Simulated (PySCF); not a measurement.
# InCl2(NMe2): geometry, NMR shifts and electronic excitations

Aim: predict the NMR shifts and electronic excitations of InCl2(NMe2) (`C[N](C)[In]([Cl])[Cl]`).

The runs use PySCF 2.14.0, with density-fitted response routines of our own; the level of theory stands in each step. All values are computed, except where a source is named. Atoms are numbered from 0 throughout.

**1. The starting structure**

12 atoms, charge 0, multiplicity 1; geometry from: GFN2-xTB. The atoms were then displaced at random by about 0.03 Å, so the start is not that level's minimum.

Bonds of the start (Å): In0–Cl1 2.25, In0–Cl2 2.42, In0–N3 2.12, N3–C4 1.44, N3–C5 1.41, C4–H6 1.06, C4–H7 1.12, C4–H8 1.11, C5–H9 1.05, C5–H10 1.10, C5–H11 1.08.

**2. Optimising the geometry at PBE0-D3(BJ)/def2-SVP**

What the job is given:

```
{"job": {"xc": "PBE0", "basis": "def2-SVP", "d3": "d3bj", "grid": 1, "maxiter": 40, "shake": 0.03, "kind": "geom"}, "charge": 0, "multiplicity": 1}
In     0.925380     1.644740     0.019480
Cl     3.112610     1.145010    -0.189730
Cl     0.272820     3.966690     0.149680
N     -0.521070     0.099660    -0.080870
C     -0.651930    -0.660110     1.140810
C     -0.323680    -0.762620    -1.184240
H     -1.428790    -1.376520     1.128590
H     -0.792430     0.070530     1.979670
H      0.284500    -1.171940     1.431350
H     -0.288740    -0.195870    -2.068550
H      0.616670    -1.320890    -1.032090
H     -1.089880    -1.521450    -1.243110
```

Command:

```sh
$ OMP_NUM_THREADS=1 python probes_run.py task.json out
```

The driver reads the jobs from task.json and runs them one after another.

Log:

```text
step   0  E = -1244.33325330  max force = 0.048736
step   1  E = -1244.34799942  max force = 0.005077
step   2  E = -1244.34877336  max force = 0.004158
step   3  E = -1244.34901786  max force = 0.002980
step   4  E = -1244.34923252  max force = 0.002830
step   5  E = -1244.34954722  max force = 0.001565
step   6  E = -1244.35039654  max force = 0.002029
step   7  E = -1244.35127151  max force = 0.001868
step   8  E = -1244.35326052  max force = 0.003572
step   9  E = -1244.35444210  max force = 0.003159
step  10  E = -1244.35753307  max force = 0.006536
step  11  E = -1244.35771837  max force = 0.004426
step  12  E = -1244.35840256  max force = 0.002226
step  13  E = -1244.35856320  max force = 0.002859
step  14  E = -1244.35658693  max force = 0.008509
step  15  E = -1244.35849103  max force = 0.004165
step  16  E = -1244.35808408  max force = 0.004902
step  17  E = -1244.35878538  max force = 0.001520
step  18  E = -1244.35889911  max force = 0.002009
step  19  E = -1244.35874506  max force = 0.001671
step  20  E = -1244.35888704  max force = 0.000916
step  21  E = -1244.35899810  max force = 0.001111
step  22  E = -1244.35909840  max force = 0.001309
step  23  E = -1244.35925151  max force = 0.000829
step  24  E = -1244.35933137  max force = 0.000922
step  25  E = -1244.35939348  max force = 0.000950
step  26  E = -1244.35946175  max force = 0.000752
step  27  E = -1244.35950367  max force = 0.000467
step  28  E = -1244.35951352  max force = 0.000218
optimisation converged
```

Wall time 4.9 min (1 thread of Arm Neoverse V1, shared host); peak memory 0.51 GiB.

The steps of the relaxation: (the energy doesn't fall at every step)

```csv
step,energy from step 0 (eV),largest force component (eV/Å)
0,0.0000,2.5061
1,-0.4013,0.2611
2,-0.4223,0.2138
3,-0.4290,0.1532
4,-0.4348,0.1455
5,-0.4434,0.0805
6,-0.4665,0.1043
7,-0.4903,0.0961
8,-0.5444,0.1837
9,-0.5766,0.1624
10,-0.6607,0.3361
11,-0.6657,0.2276
12,-0.6843,0.1145
13,-0.6887,0.1470
14,-0.6349,0.4376
15,-0.6868,0.2142
16,-0.6757,0.2521
17,-0.6948,0.0782
18,-0.6979,0.1033
19,-0.6937,0.0859
20,-0.6975,0.0471
21,-0.7006,0.0571
22,-0.7033,0.0673
23,-0.7074,0.0426
24,-0.7096,0.0474
25,-0.7113,0.0489
26,-0.7132,0.0387
27,-0.7143,0.0240
28,-0.7146,0.0112
```

Distances of close pairs at the start and the end, largest changes first:

```csv
bond,before (Å),after (Å),change (Å)
In0–N3,2.119,1.998,-0.121
In0–Cl2,2.415,2.327,-0.088
In0–Cl1,2.253,2.328,+0.075
C4–H6,1.057,1.108,+0.051
C5–H9,1.051,1.101,+0.050
C5–H11,1.080,1.108,+0.028
N3–C5,1.414,1.439,+0.024
C4–H7,1.121,1.101,-0.020
```

The next job starts from the end point, and lists it.

```csv
at the end point,value
point group (found at 0.08 Å tolerance),Cs
"rotational constants (GHz, main isotopes)","1.508, 1.288, 0.701"
dipole moment (D),2.81
```

**3. Nuclear shieldings: PBE0/def2-TZVP+pcSseg-1**

What the job is given:

```
{"job": {"kind": "nmr", "xc": "PBE0", "basis": {"default": "pcSseg-1", "In": "def2-TZVP"}}, "charge": 0, "multiplicity": 1}
In     1.010549     1.616088    -0.207855
Cl     2.232566     1.982818    -2.154903
Cl     1.013874     3.253921     1.445280
N     -0.055835    -0.059969     0.003392
C     -0.810836    -0.343693     1.194601
C     -0.049642    -1.097196    -0.993440
H     -1.879614    -0.526164     0.965327
H     -0.765847     0.499845     1.900648
H     -0.431540    -1.241259     1.723012
H      0.558776    -0.805511    -1.863230
H      0.365026    -2.046944    -0.599971
H     -1.072017    -1.314706    -1.361871
```

Level: GIAO PBE0/pcSseg-1 In:def2-TZVP NMR shielding, scalar relativity only through core potentials, gas phase.

Log:

```text
coarse grid: 51032 points
cycle   1  E = -1243.6226081379  dE = -3.136e+01  |g| = 2.192e+00  |ddm| = 4.553e+01
cycle   2  E = -1241.7613245465  dE =  1.861e+00  |g| = 4.255e+00  |ddm| = 9.009e+00
cycle   3  E = -1244.6735791903  dE = -2.912e+00  |g| = 3.010e-01  |ddm| = 4.642e+00
cycle   4  E = -1244.6934806062  dE = -1.990e-02  |g| = 1.174e-01  |ddm| = 5.404e-01
cycle   5  E = -1244.6961314426  dE = -2.651e-03  |g| = 5.272e-02  |ddm| = 1.460e-01
cycle   6  E = -1244.6966442883  dE = -5.128e-04  |g| = 1.750e-02  |ddm| = 5.632e-02
cycle   7  E = -1244.6967219978  dE = -7.771e-05  |g| = 4.480e-03  |ddm| = 2.305e-02
cycle   8  E = -1244.6967267512  dE = -4.753e-06  |g| = 5.536e-04  |ddm| = 5.592e-03
final grid: 103176 points
cycle   9  E = -1244.6965774031  dE = -2.515e-07  |g| = 5.206e-04  |ddm| = 2.291e-03
cycle  10  E = -1244.6965773897  dE =  1.339e-08  |g| = 5.833e-04  |ddm| = 1.174e-03
cycle  11  E = -1244.6965774730  dE = -8.330e-08  |g| = 8.595e-05  |ddm| = 6.408e-04
cycle  12  E = -1244.6965774747  dE = -1.638e-09  |g| = 3.016e-05  |ddm| = 1.017e-04
cycle  13  E = -1244.6965774750  dE = -3.101e-10  |g| = 1.383e-05  |ddm| = 7.151e-05
converged SCF energy = -1244.6965774750

GIAO shielding tensors (ppm)
atom      isotropic    diamagn.    paramagn.     s11        s22        s33       span
  0 In         nan         nan         nan        nan        nan        nan        nan
  1 Cl     979.934    1148.167    -168.233    821.091   1053.431   1065.281    244.190
  2 Cl     979.396    1148.152    -168.756    820.870   1051.585   1065.732    244.861
  3 N      181.893     320.611    -138.718     95.875    190.231    259.574    163.699
  4 C      139.005     244.551    -105.546    114.040    120.483    182.493     68.453
  5 C      139.109     244.609    -105.500    114.168    120.749    182.410     68.242
  6 H       28.483      28.623      -0.140     23.864     25.504     36.081     12.217
  7 H       27.895      29.491      -1.596     21.205     28.500     33.979     12.773
  8 H       28.455      28.635      -0.180     23.782     25.569     36.015     12.233
  9 H       27.872      29.513      -1.641     21.132     28.610     33.875     12.743
 10 H       28.478      28.656      -0.177     23.838     25.569     36.028     12.191
 11 H       28.480      28.638      -0.158     23.842     25.514     36.083     12.241
```

Wall time 34 s (1 thread of Arm Neoverse V1, shared host); peak memory 1 GiB.

The references, computed at this level on geometries of the same kind, shield at (ppm): 1H TMS 31.27, 13C TMS 184.4, 15N NH3 265.7, 35Cl HCl 943. Their shielding less the atom's gives the shift. The references are single molecules in the gas phase, so shifts against H2O, NH3, PH3, H3PO4 or CFCl3 are not on the usual liquid scales and can be off by tens of ppm. Atoms listed in one row are averaged.

```csv
atoms,environment,σ (ppm),δ (ppm)
"C4, C5","carbon bonded to N, 3 H",139.1,45.4
"H6, H7, H8, H9, H10, H11",hydrogen on a carbon bonded to N,28.28,2.99
"Cl1, Cl2",chlorine bonded to In,980,-36
N3,"nitrogen bonded to 2 C, In",181.9,83.8
```

Atoms past Kr carry core potentials, so their printed shieldings have no meaning and are left out of the table.

The run also stored atomic charges by several schemes (e):

```csv
atoms,Mulliken,ESP fit
In0,0.86,0.69
"Cl1, Cl2",-0.33,-0.29
N3,-0.77,-0.17
"C4, C5",-0.08,-0.30
```

Mayer bond orders: In0–Cl1 0.98, In0–Cl2 0.98, In0–N3 1.03, N3–C4 0.97, N3–C5 0.97.

With diffuse functions Mulliken charges and Mayer bond orders lose their meaning; the other schemes are steadier.

The fields below are evaluated on a grid from the run's orbitals.

Frontier orbitals at PBE0/def2-TZVP+pcSseg-1, with the share of their density that lies nearest to each atom:

```csv
orbital,energy (eV),lies on
HOMO,-6.69,N3 62 %; 4 H atoms about 6 % each; In0 6 %
LUMO,-2.17,"In0 47 %; Cl1, Cl2 about 18 % each; N3 11 %"
```

ELF in a plane through or near 8 of the atoms.

Ten even steps from '0' (0.00) to '9' (1.00):
```
0000000000000000000000000000
0000000000000000000000000000
0000000000000000002333210000
0000000000004850014677631000
0000000000029992027888874100
0000000000149995037847287300
0000000002448993026737387400
0000000014734520012577875200
0000000003546853134224542000
0000000000137356275721100000
0000000000137356275721100000
0000000003546853134224542100
0000000014644520012577875300
0000000002448992026727287410
0000000000149995027838387300
0000000000039992027888874100
0000000000005860014677642000
0000000000000000001333210000
0000000000000000000000000000
0000000000000000000000000000
```
The map spans 11.4 Å across and 9.4 Å up, centred on the molecule. Atoms in the plane (x, y in Å): In0 (1.9, 0.0), Cl1 (3.1, 2.0), Cl2 (3.1, -2.0), N3 (-0.1, 0.0), C4 (-0.8, -1.2), C5 (-0.8, 1.2), H7 (-0.2, -2.1), H9 (-0.2, 2.1).

log10 of the density (e/Å³) in the same plane.

Values, 10 rows by 14 columns:
```
-4.0 -4.0 -4.0 -4.0 -4.0 -4.0 -4.0 -4.0 -4.0 -3.8 -3.4 -3.5 -4.0 -4.0
-4.0 -4.0 -4.0 -4.0 -4.0 -3.2 -2.7 -2.7 -2.9 -2.0 -1.5 -1.6 -2.3 -3.5
-4.0 -4.0 -4.0 -3.6 -2.7 -1.9 -1.0 -1.1 -1.9 -0.9  0.0 -0.2 -1.3 -2.6
-4.0 -4.0 -4.0 -2.7 -1.5 -0.4  0.2 -0.3 -1.4 -0.5  1.0  0.4 -0.9 -2.3
-4.0 -4.0 -4.0 -2.6 -1.5 -0.3  0.3 -0.1 -0.5  0.4 -0.4 -0.8 -1.6 -2.8
-4.0 -4.0 -4.0 -2.7 -1.8 -0.8  0.2  0.4  0.1  1.3 -0.1 -1.1 -2.0 -3.2
-4.0 -4.0 -4.0 -2.5 -1.3  0.0  1.1 -0.5 -1.0 -0.5  0.0 -0.1 -1.2 -2.4
-4.0 -4.0 -4.0 -2.9 -2.0 -1.0 -0.1 -0.3 -1.6 -0.5  1.1  0.5 -0.8 -2.3
-4.0 -4.0 -4.0 -4.0 -3.3 -2.5 -1.8 -1.9 -2.3 -1.4 -0.7 -0.9 -1.7 -2.9
-4.0 -4.0 -4.0 -4.0 -4.0 -4.0 -3.8 -3.8 -3.8 -2.9 -2.5 -2.6 -3.2 -4.0
```
The map spans 11.4 Å across and 9.4 Å up, centred on the molecule. Atoms in the plane (x, y in Å): In0 (1.9, 0.0), Cl1 (3.1, 2.0), Cl2 (3.1, -2.0), N3 (-0.1, 0.0), C4 (-0.8, -1.2), C5 (-0.8, 1.2), H7 (-0.2, -2.1), H9 (-0.2, 2.1).

On the surface of density 0.002 e/bohr³ the electrostatic potential runs, from the 1st to the 99th percentile, from -0.70 V near Cl1 to 2.74 V near In0.

**4. Ultraviolet spectrum: wB97X-D/def2-SVPD**

Settings changed since step 3:

```diff
@@ -1,2 +1,2 @@
-{"job": {"kind": "nmr", "xc": "PBE0", "basis": {"default": "pcSseg-1", "In": "def2-TZVP"}}, "charge": 0, "multiplicity": 1}
+{"job": {"kind": "uv", "xc": "wB97X-D", "basis": "def2-SVPD", "ip": true, "nstates": 10}, "charge": 0, "multiplicity": 1}
 In     1.010549     1.616088    -0.207855
```

With the program's defaults for keys left out, this is: TDDFT wB97X-D/def2-SVPD, vertical, gas phase, core orbitals frozen in the response.

Log:

```text
coarse grid: 51032 points
cycle   1  E = -1243.4507529402  dE = -1.990e+01  |g| = 2.067e+00  |ddm| = 1.830e+01
cycle   2  E = -1242.0207704744  dE =  1.430e+00  |g| = 3.726e+00  |ddm| = 1.843e+01
cycle   3  E = -1244.7830884244  dE = -2.762e+00  |g| = 3.941e-01  |ddm| = 1.178e+01
cycle   4  E = -1244.8265909065  dE = -4.350e-02  |g| = 2.603e-01  |ddm| = 9.593e-01
cycle   5  E = -1244.8419005462  dE = -1.531e-02  |g| = 7.159e-02  |ddm| = 3.752e-01
cycle   6  E = -1244.8440253316  dE = -2.125e-03  |g| = 2.614e-02  |ddm| = 1.603e-01
cycle   7  E = -1244.8445830017  dE = -5.577e-04  |g| = 9.031e-03  |ddm| = 8.746e-02
cycle   8  E = -1244.8447099219  dE = -1.269e-04  |g| = 4.100e-03  |ddm| = 4.700e-02
cycle   9  E = -1244.8447363456  dE = -2.642e-05  |g| = 1.193e-03  |ddm| = 2.503e-02
cycle  10  E = -1244.8447384980  dE = -2.152e-06  |g| = 2.855e-04  |ddm| = 7.919e-03
final grid: 103176 points
cycle  11  E = -1244.8460475531  dE = -1.055e-05  |g| = 1.719e-03  |ddm| = 2.573e-02
cycle  12  E = -1244.8460478919  dE = -3.389e-07  |g| = 1.225e-03  |ddm| = 5.387e-03
cycle  13  E = -1244.8460482129  dE = -3.210e-07  |g| = 1.127e-04  |ddm| = 2.850e-03
cycle  14  E = -1244.8460482192  dE = -6.291e-09  |g| = 4.508e-05  |ddm| = 3.177e-04
cycle  15  E = -1244.8460482209  dE = -1.676e-09  |g| = 1.667e-05  |ddm| = 1.638e-04
cycle  16  E = -1244.8460482211  dE = -2.169e-10  |g| = 1.016e-05  |ddm| = 4.993e-05
converged SCF energy = -1244.8460482211

Static polarisability (au): isotropic 97.076, principal 71.282 106.069 113.876

Singlet excitations
state   eV       nm        f      main configurations
  1   3.5810    346.2   0.00682   H->L 0.96
  2   4.9401    251.0   0.06949   H->L+1 0.91
  3   5.7469    215.7   0.02976   H-2->L 0.92
  4   5.7812    214.5   0.00041   H-3->L 0.95
  5   5.8976    210.2   0.13097   H-1->L 0.74, H-5->L 0.17
  6   6.1761    200.7   0.03782   H-4->L 0.92
  7   6.3367    195.7   0.01447   H->L+2 0.66, H->L+4 0.27
  8   6.8228    181.7   0.00030   H->L+3 0.78, H->L+6 0.12
  9   6.8379    181.3   0.01180   H-1->L+1 0.90
 10   6.9425    178.6   0.00093   H-2->L+1 0.96

Triplet excitations (Tamm-Dancoff, eV): 3.2124 4.2273 5.3121 5.3412
Vertical ionisation energy (delta-SCF) = 8.5204 eV
Vertical electron affinity (delta-SCF) = 0.5619 eV
```

Wall time 1.7 min (1 thread of Arm Neoverse V1, shared host); peak memory 1.1 GiB.

Frontier orbitals and where they lie:

```csv
orbital,eV,atoms
HOMO−3,-11.08,"Cl1 49 %, Cl2 45 %, In0 6 %"
HOMO−2,-10.96,"Cl2 52 %, Cl1 43 %"
HOMO−1,-10.94,"Cl1 38 %, Cl2 26 %, N3 14 %"
HOMO,-8.59,"N3 56 %, C5 10 %, C4 10 %"
LUMO,-0.63,"In0 44 %, Cl2 20 %, Cl1 20 %"
LUMO+1,0.45,"In0 60 %, Cl2 13 %, Cl1 13 %"
LUMO+2,1.58,"In0 60 %, Cl2 9 %, Cl1 8 %"
```

With each of the 10 states as a Gaussian band of 0.4 eV half-width at 1/e, the curve within the window shown has maxima at 346 nm (ε 280), 250 nm (ε 2,900), 209 nm (ε 7,500) L/(mol cm). Beyond the last state computed it falls off for lack of states. The curve at chosen wavelengths:

nm, ε (L/mol/cm) and a bar:
```
      171        202 #
      181        759 ###
      191       2245 #########
      200       5504 ######################
      210       7496 ##############################
      220       4928 ####################
      230       2419 ##########
      239       2333 #########
      249       2848 ###########
      259       2420 ##########
      269       1400 ######
      278        656 ###
      288        232 #
      298         96 
      308         96 
      317        145 
      327        211 #
      337        261 #
      347        276 #
      356        259 #
      366        218 #
      376        166 #
      386        117 
      395         81 
      405         51 
      415         30
```

Leading natural transition orbitals of singlet state 5: the hole lies on Cl1, Cl2 about 46 % each; the particle on In0 47 %; Cl1, Cl2 about 19 % each; N3 10 %.

Leading natural transition orbitals of singlet state 1: the hole lies on N3 65 %; the particle on In0 46 %; Cl1, Cl2 about 16 % each; N3 14 %.

Ground-state properties from the same run:

```csv
property,computed
dipole moment (D),2.99
polarisability (Å³),14.39
HOMO–LUMO gap (eV),7.96
−ε(HOMO) (eV),8.59
```

**5. Nuclear shieldings: KT2/def2-TZVP+pcSseg-1**

Settings changed since step 4:

```diff
@@ -1,2 +1,2 @@
-{"job": {"kind": "uv", "xc": "wB97X-D", "basis": "def2-SVPD", "ip": true, "nstates": 10}, "charge": 0, "multiplicity": 1}
+{"job": {"kind": "nmr", "xc": "KT2", "basis": {"default": "pcSseg-1", "In": "def2-TZVP"}, "pop": false}, "charge": 0, "multiplicity": 1}
 In     1.010549     1.616088    -0.207855
```

With the program's defaults for keys left out, this is: GIAO KT2/pcSseg-1 In:def2-TZVP NMR shielding, scalar relativity only through core potentials, gas phase.

Log:

```text
coarse grid: 51032 points
cycle   1  E = -1253.8592897081  dE = -3.080e+01  |g| = 2.515e+00  |ddm| = 4.410e+01
cycle   2  E = -1209.2958692573  dE =  4.456e+01  |g| = 8.013e+00  |ddm| = 2.998e+01
cycle   3  E = -1254.1326980994  dE = -4.484e+01  |g| = 1.734e+00  |ddm| = 2.951e+01
cycle   4  E = -1254.1430339353  dE = -1.034e-02  |g| = 2.119e+00  |ddm| = 4.648e+00
cycle   5  E = -1255.3057455443  dE = -1.163e+00  |g| = 4.915e-01  |ddm| = 2.837e+00
cycle   6  E = -1255.3310316881  dE = -2.529e-02  |g| = 3.733e-01  |ddm| = 7.251e-01
cycle   7  E = -1255.3589422642  dE = -2.791e-02  |g| = 1.142e-01  |ddm| = 4.134e-01
cycle   8  E = -1255.3621035320  dE = -3.161e-03  |g| = 3.477e-02  |ddm| = 1.503e-01
cycle   9  E = -1255.3624235013  dE = -3.200e-04  |g| = 3.299e-03  |ddm| = 4.235e-02
cycle  10  E = -1255.3624259092  dE = -2.408e-06  |g| = 1.288e-03  |ddm| = 5.414e-03
final grid: 103176 points
cycle  11  E = -1255.3621666633  dE = -1.473e-07  |g| = 1.602e-03  |ddm| = 4.375e-03
cycle  12  E = -1255.3621655210  dE =  1.142e-06  |g| = 2.682e-03  |ddm| = 5.819e-03
cycle  13  E = -1255.3621670525  dE = -1.531e-06  |g| = 8.052e-04  |ddm| = 4.197e-03
cycle  14  E = -1255.3621672028  dE = -1.504e-07  |g| = 1.718e-04  |ddm| = 8.719e-04
cycle  15  E = -1255.3621672113  dE = -8.469e-09  |g| = 1.336e-05  |ddm| = 2.317e-04
cycle  16  E = -1255.3621672113  dE = -2.819e-11  |g| = 3.657e-06  |ddm| = 1.608e-05
converged SCF energy = -1255.3621672113

GIAO shielding tensors (ppm)
atom      isotropic    diamagn.    paramagn.     s11        s22        s33       span
  0 In         nan         nan         nan        nan        nan        nan        nan
  1 Cl     930.054    1150.250    -220.196    748.510    991.400   1050.252    301.742
  2 Cl     929.108    1150.236    -221.128    747.857    988.604   1050.863    303.006
  3 N      156.318     321.038    -164.720     53.335    173.295    242.324    188.989
  4 C      135.269     246.390    -111.121    108.538    115.978    181.292     72.754
  5 C      135.372     246.440    -111.068    108.672    116.255    181.190     72.518
  6 H       28.239      28.854      -0.616     23.623     25.523     35.570     11.947
  7 H       27.515      29.752      -2.237     21.142     27.845     33.559     12.417
  8 H       28.192      28.864      -0.672     23.495     25.589     35.493     11.998
  9 H       27.491      29.778      -2.287     21.066     27.947     33.461     12.395
 10 H       28.218      28.884      -0.666     23.552     25.594     35.508     11.955
 11 H       28.235      28.868      -0.633     23.601     25.534     35.569     11.968
```

Run time: 34 s. Hardware: 1 thread of Arm Neoverse V1, shared host; peak memory 0.95 GiB.

In short: δ C4 47.9, Cl1 13, N3 108.0, H6 3.20 ppm (means over like atoms).

**6. Side by side: NMR shifts**

Shifts (ppm), means over like atoms, with basis size and wall time:

```csv
run,C4,H6,Cl1,N3,functions,time
PBE0/def2-TZVP+pcSseg-1,45.4,2.99,-36,83.8,179,34 s
KT2/def2-TZVP+pcSseg-1,47.9,3.20,13,108.0,179,34 s
```

**7. What came out**

| quantity | value |
| --- | --- |
| point group | Cs |
| rotational constants (main isotopes) | 1.51, 1.29, 0.70 GHz |
| 13C shifts against TMS (PBE0/def2-TZVP+pcSseg-1, means over atoms taken as alike) | 45.4 ppm |
| 1H shifts against TMS (PBE0/def2-TZVP+pcSseg-1, means over atoms taken as alike) | 2.99 ppm |
| 35Cl shifts against HCl (PBE0/def2-TZVP+pcSseg-1, means over atoms taken as alike) | -36 ppm |
| 15N shifts against NH3 (PBE0/def2-TZVP+pcSseg-1) | 83.8 ppm |
| surface potential, 1st and 99th percentile | -0.70 V and 2.74 V |
| lowest singlet (wB97X-D/def2-SVPD) | 3.58 eV (346 nm), f = 0.007 |
| brightest single state of those computed | state 5, 5.90 eV, f = 0.131 |
| lowest triplet | 3.21 eV |
| vertical ionisation energy (ΔSCF) | 8.52 eV |
| vertical electron affinity (ΔSCF) | 0.56 eV |
| range of the shift of Cl1 | -36 to 13 ppm |

In words: The start was shaken at random, so part of the energy gained undoes that. Relaxing lowered the energy by 0.715 eV in 28 steps; the close pair that moved most is In0–N3, from 2.119 to 1.998 Å. At PBE0/def2-TZVP+pcSseg-1: The widest tensor belongs to Cl1, Cl2: span 245 ppm, with a paramagnetic part of -168 ppm. At PBE0/def2-TZVP+pcSseg-1, counted by nearest atom on the grid, the HOMO lies on N3 62 %; 4 H atoms about 6 % each, the LUMO on In0 47 %; Cl1, Cl2 about 18 % each. The first singlet state (HOMO→LUMO 0.96) lies at 3.58 eV and is weak; of the 10 states computed, the strongest absorption comes from state 5 at 5.90 eV. The lowest triplet lies 0.37 eV below the lowest singlet (triplets in Tamm-Dancoff, singlets in full TDDFT). Spin-orbit coupling, left out, mixes singlets and triplets in elements this heavy. ΔSCF puts the ionisation energy at 8.52 eV, 0.07 eV below −ε(HOMO). In ppm, Cl1 (with its like atoms) moves most: its shift spreads over 50 ppm, from -36 (PBE0/def2-TZVP+pcSseg-1) to 13 (KT2/def2-TZVP+pcSseg-1). Spin-orbit coupling is left out, which matters for shieldings and couplings at and beside the heavy atoms.
